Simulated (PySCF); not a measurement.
**Solver options tried on LiBr**

The same problem is solved with other solver options, one edit a run.

The runs use PySCF 2.14.0; each script names its method and basis.

**1. Where the work starts**

LiBr: 2 atoms, charge 0, spin multiplicity 1.

Bond lengths: Li1–Br2 2.344 Å.

**2. The run that the others are compared with**

File input.py:

```python
from pyscf import gto, scf

mol = gto.M(
    atom='Li 0 0 0; Br 0 0 2.344',
    basis='def2-svpd',
    charge=0,
    spin=0,
    verbose=4,
)
mf = scf.RHF(mol)
mf.kernel()
mf.nuc_grad_method().kernel()
mf.dip_moment()
print('orbital energies (hartree):', mf.mo_energy[..., max(0, mol.nelec[1]-3):mol.nelec[0]+3].round(4))
```

Started as:

```console
> OMP_NUM_THREADS=1 python input.py
```

The log of this run is left out.

In short: E(SCF) = -2579.634192 Eh, 9 cycles, μ = 8.29 D, gradient on the second atom 0.0143 Eh/bohr.

The bond length is a typed value, not an optimised one.

**3. DIIS space off**

Edit 1 changes DIIS space: default → off.

File input.py:

```python
from pyscf import gto, scf

mol = gto.M(
    atom='Li 0 0 0; Br 0 0 2.344',
    basis='def2-svpd',
    charge=0,
    spin=0,
    verbose=4,
)
mf = scf.RHF(mol)
mf.diis = False
mf.kernel()
mf.nuc_grad_method().kernel()
mf.dip_moment()
print('orbital energies (hartree):', mf.mo_energy[..., max(0, mol.nelec[1]-3):mol.nelec[0]+3].round(4))
```

Started as:

```console
> OMP_NUM_THREADS=1 python input.py
```

**4. Damping 0.2**

Edit 2 changes damping: none → 0.2.

Edit input.py of step 2 so:

```diff
@@ -10,2 +10,4 @@
 mf = scf.RHF(mol)
+mf.damp = 0.2
+mf.diis_start_cycle = 8
 mf.kernel()
```

**5. Convergence threshold 1e-11 hartree**

Edit 3 changes convergence threshold: default → 1e-11 hartree.

Edit input.py of step 2 so:

```diff
@@ -10,2 +10,3 @@
 mf = scf.RHF(mol)
+mf.conv_tol = 1e-11
 mf.kernel()
```

**6. Second-order solver on**

Edit 4 changes second-order solver: off → on.

Edit input.py of step 2 so:

```diff
@@ -10,2 +10,3 @@
 mf = scf.RHF(mol)
+mf = mf.newton()
 mf.kernel()
```

Q: Predict the outcome of this session. Wanted: for each run, E(SCF); from base; gap; SCF dipole.

As calculated:

| run | E(SCF) (hartree) | from base (eV) | cycles | gap (eV) | SCF dipole (D) |
| --- | --- | --- | --- | --- | --- |
| base | -2579.634192 | 0 | 9 | 8.85 | 8.29 |
| DIIS space off | -2579.634192 | 0.0000 | 15 | 8.85 | 8.29 |
| damping 0.2 | -2579.634192 | 0.0000 | 11 | 8.85 | 8.29 |
| convergence threshold 1e-11 hartree | -2579.634192 | 0.0000 | 10 | 8.85 | 8.29 |
| second-order solver on | -2579.634192 | 0.0000 | 3 macro | 8.85 | 8.29 |

Distance from each run's final energy (log10 hartree) by cycle:

| run | cycle 1 | cycle 2 | cycle 3 | cycle 5 | cycle 8 | cycle 12 |
| --- | --- | --- | --- | --- | --- | --- |
| base | -1.7 | -2.6 | -4.0 | -5.8 | -9.9 | done |
| DIIS space off | -1.7 | -2.6 | -3.3 | -4.5 | -6.3 | -8.7 |
| damping 0.2 | -1.7 | -3.0 | -3.8 | -5.0 | -6.8 | done |
| convergence threshold 1e-11 hartree | -1.7 | -2.6 | -4.0 | -5.8 | -9.9 | done |
| second-order solver on | -4.3 | < -11 | < -11 | done | done | done |

**Reading.** With DIIS space off or damping 0.2 or convergence threshold 1e-11 hartree or second-order solver on the SCF ends at the base energy. The base needs 9 cycles and the run with DIIS space off needs 15.
